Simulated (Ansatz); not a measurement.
# Li2ZrN3: the cost of one run

Method: DFT PBE, scalar-relativistic, plane waves, PAW, in Ansatz 0.2.0.

### Step 1. The structure to begin with

Symmetry: P6/mmm, No. 191, hexagonal system. The conventional cell has a = 3.844 Å, b = 3.844 Å, c = 6.785 Å, α = 90.00°, β = 90.00°, γ = 120.00°. Li (site symmetry 6mm) has 1 Li at 2.18 Å and 6 N at 2.21 Å and 1 Zr at 2.30 Å in its first shell of neighbours. Zr (site symmetry 6/mmm) has 2 Li at 2.30 Å in its first shell of neighbours. Around N (site symmetry mmm) lie 4 N at 1.92 Å and 4 Li at 2.21 Å.

Structure file:

```cif
data_structure
_symmetry_space_group_name_H-M 'P6/mmm'
_symmetry_Int_Tables_number 191
_cell_length_a 3.8436
_cell_length_b 3.8436
_cell_length_c 6.7854
_cell_angle_alpha 90.000
_cell_angle_beta 90.000
_cell_angle_gamma 120.000
_cell_volume 86.81
loop_
_atom_site_label
_atom_site_type_symbol
_atom_site_symmetry_multiplicity
_atom_site_Wyckoff_symbol
_atom_site_fract_x
_atom_site_fract_y
_atom_site_fract_z
_atom_site_occupancy
Li1 Li 2 e 0.00000 0.00000 0.16083 1
Zr1 Zr 1 b 0.00000 0.00000 0.50000 1
N1 N 3 f 0.50000 0.00000 0.00000 1
```

The cell is invented: random cell by space group and Wyckoff sites (P6/mmm, No. 191). Its size is a rough estimate.

### Step 2. A first look at the guess

Input file input.yaml:

```yaml
crystal:
  lattice:
    - [3.84359145, 0.0, 0.0]
    - [-1.92179573, 3.32864784, 0.0]
    - [0.0, 0.0, 6.78542973]
  atoms:
    - { symbol: Li, position: [0.0, 0.0, 0.16083012] }
    - { symbol: Li, position: [0.0, 0.0, 0.83916988] }
    - { symbol: Zr, position: [0.0, 0.0, 0.5] }
    - { symbol: "N", position: [0.5, 0.0, 0.0] }
    - { symbol: "N", position: [0.0, 0.5, 0.0] }
    - { symbol: "N", position: [0.5, 0.5, 0.0] }
basis:
  ecutwfc: 420
kpoints:
  mp_grid: { grid: [6, 6, 4] }
hamiltonian:
  xc: pbe
scf:
  occupations: { method: gaussian, width: 0.1 }
  lower_state_search: "off"
output:
  forces: true
  stress: true
  eigenvalues: true
```

On the command line:

```bash
$ ansatz run input.yaml --threads 1 --pin off --max-ram 2560MiB --backend cpu --events-out ev --progress --plain --runs-dir out
```

What time and memory should one allow on 1 thread of Intel Xeon at 2.50GHz (Skylake/Cascade Lake), shared host?

About 6.5 s, with a peak of 0.38 GiB.
